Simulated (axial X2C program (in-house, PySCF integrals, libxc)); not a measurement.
**A two-component session on SnC: EOM-EE-CCSD levels**

Aim: EOM-EE-CCSD levels of SnC, with spin–orbit coupling in the Hamiltonian from the start.

Computed with an in-house X2C program for linear molecules on PySCF integrals. Level: two-component X2C with atomic mean-field terms, Sn dyall-acv3z, C dyall-av3z.

All values are calculated.

### Step 1. Input

Input file task.json:

```json
{"zs": [50, 6], "q": 0, "bas": ["dyall-acv3z", "dyall-av3z"], "r0": 1.97, "eom": "ee", "thr": -2.0, "nmax": 88}
```

Keys: zs atomic numbers; q charge; bas basis sets; r0 starting distance in Å; eom kind of EOM run; thr threshold in hartree for freezing inner shells (an s shell follows its p shell); nmax most natural virtual spinors.

On the command line:

```console
> python soeom.py task.json out
```

Nuclei are Gaussian, cores are contracted, and the Gaunt term is on.

### Step 2. EOM-EE-CCSD at 2.018 Å

The scan is centred on the PBE0 minimum at charge 0, found in a step that isn't shown, not on the typed r0.

Reference: the closed shell SnC; 18 electrons correlated and 38 frozen, 84 virtual spinors; roots sought by Ω: 0: 5, 1: 4, 2: 3, 3: 1.

Output:

```text
two-component X2C + atomic mean field  HF
basis functions 203  fitting functions 1027  grid points 5077
iter        total energy     max residual
   1      -6203.581067055     3.32e+00
   2      -6208.862534264     4.60e-02
   3      -6208.902303190     3.37e-02
   4      -6208.926870984     6.19e-03
   5      -6208.928111872     5.27e-03
   6      -6208.928770538     4.09e-03
   7      -6208.929440400     3.61e-03
   8      -6208.930601518     2.30e-03
   9      -6208.931558984     8.52e-04
  10      -6208.931661589     5.15e-04
  11      -6208.931721188     3.12e-04
  12      -6208.931728911     1.91e-04
  13      -6208.931731925     9.53e-05
  14      -6208.931733098     3.22e-05
  15      -6208.931733318     1.02e-05
  16      -6208.931733334     3.18e-06
  17      -6208.931733336     9.07e-07
converged
one-electron -8690.21125139  Coulomb 2575.06625027  exact exchange -168.93461086  xc functional 0.00000000  nuclear repulsion 78.66856456  atomic mean-field constant -3.52068591
correlated 18  virtual 298  natural virtual 84  E(MP2) -0.675785045  MP2 remainder -0.151269236
iter   CCSD correlation   residual
   1     -0.496443585   1.92e-01
   2     -0.511582917   1.06e-01
   3     -0.519188361   6.74e-02
   4     -0.519566354   4.41e-02
   5     -0.520897083   3.60e-02
   6     -0.521885794   2.94e-02
   7     -0.522309748   2.59e-02
   8     -0.523109158   2.37e-02
   9     -0.522742336   2.11e-02
  10     -0.523135122   2.08e-02
  11     -0.523919225   1.92e-02
  12     -0.523333711   1.12e-02
  13     -0.523150147   1.36e-02
  14     -0.523510558   1.01e-02
  15     -0.523324343   3.82e-03
  16     -0.523432895   3.75e-03
  17     -0.523457766   1.09e-03
  18     -0.523484728   5.08e-04
  19     -0.523468623   2.54e-04
  20     -0.523467617   1.23e-04
  21     -0.523468282   7.14e-05
  22     -0.523469263   4.85e-05
  23     -0.523469198   3.33e-05
  24     -0.523468936   2.55e-05
  25     -0.523467967   1.75e-05
  26     -0.523467720   1.18e-05
  27     -0.523467498   8.17e-06
  28     -0.523467435   6.85e-06
  29     -0.523467487   5.01e-06
  30     -0.523467455   3.00e-06
  31     -0.523467386   1.75e-06
  32     -0.523467354   1.02e-06
  33     -0.523467316   6.35e-07
  34     -0.523467317   4.17e-07
(T) -0.028735651  T1 0.2499  D1 0.7443  max T2 0.231
EOM-EE-CCSD roots
2*Omega      energy/Eh   energy/eV  one-particle weight
    0      -0.00600165     -0.1633      0.913
    0       0.01181608      0.3215      0.815
    0       0.07278658      1.9806      0.884
    0       0.09165972      2.4942      0.543
    0       0.11087764      3.0171      0.235
    2      -0.00378064     -0.1029      0.907
    2       0.01331429      0.3623      0.905
    2       0.07824370      2.1291      0.838
    2       0.09144254      2.4883      0.678
    4       0.00483824      0.1317      0.852
    4       0.09233794      2.5126      0.620
    4       0.09956698      2.7094      0.176
    6       0.08983841      2.4446      0.737
```

T1 in the output is the amplitude norm over the root of the electron number; divide by √2 for the Lee–Taylor value.

| Ω | excitation (eV) | hole | particle | singles weight |
| --- | --- | --- | --- | --- |
| 0⁻ | -0.163 | 50% C pσ, 18% Sn pσ, 10% C pπ | 51% C pπ, 25% Sn pπ, 12% C pσ | 0.91 |
| 1 | -0.103 | 49% C pσ, 18% Sn pσ, 10% C pπ | 43% C pπ, 33% Sn pπ, 12% C pσ | 0.91 |
| 2 | 0.132 | 61% C pπ, 30% Sn pπ | 40% C pπ, 36% Sn pπ, 11% C pσ | 0.85 |
| 0⁺ | 0.322 | 46% C pσ, 22% Sn pσ, 10% C pπ | 47% C pπ, 30% Sn pπ, 11% C pσ | 0.82 |
| 1 | 0.362 | 48% C pσ, 20% Sn pσ, 10% C pπ | 44% C pπ, 32% Sn pπ, 11% C pσ | 0.91 |
| 0⁻ | 1.981 | 36% C pσ, 27% Sn pσ, 12% Sn sσ | 60% Sn pπ, 16% C pπ, 9% C dπ | 0.88 |
| 1 | 2.129 | 44% C pσ, 23% Sn pσ, 10% C pπ | 47% Sn pπ, 28% C pπ, 11% Sn dπ | 0.84 |
| 3 | 2.445 | 61% C pπ, 30% Sn pπ | 47% Sn pπ, 28% C pπ, 10% Sn dπ | 0.74 |
| 1 | 2.488 | 45% C pσ, 21% Sn pσ, 10% C pπ | 47% Sn pπ, 27% C pπ, 13% Sn dπ | 0.68 |
| 2 | 2.513 | 46% C pσ, 21% Sn pσ, 10% C pπ | 47% Sn pπ, 28% C pπ, 12% Sn dπ | 0.62 |

Run time: 1.8 min. Hardware: 1 thread of Arm Neoverse V1, shared host; peak memory 1.1 GiB.

### Step 3. Results

```
                                     quantity                         value
                       lowest root at 2.018 Å             Ω = 0⁻, -0.163 eV
next root with a one-particle weight over 0.6  Ω = 1, about 490 cm⁻¹ higher
                          T1 of the reference                         0.177
```

**Reading.** The two lowest roots lie 490 cm⁻¹ apart, inside the method's error for states of unlike make-up: unless they are components of one term, their order isn't settled. The lowest root lies 0.16 eV below the closed-shell reference. The closed-shell reference lies 0.81 eV above the lowest determinant found, so these energies count from an excited configuration. With a reference this poor (T1 or doubles large) the levels aren't secure even in their order; roots led by higher excitations are left out, as are roots with a one-particle weight under 0.6, so the list is incomplete, and low states of that kind can be missing. T1 or the largest double amplitude of the reference is raised, which lowers the reliability.
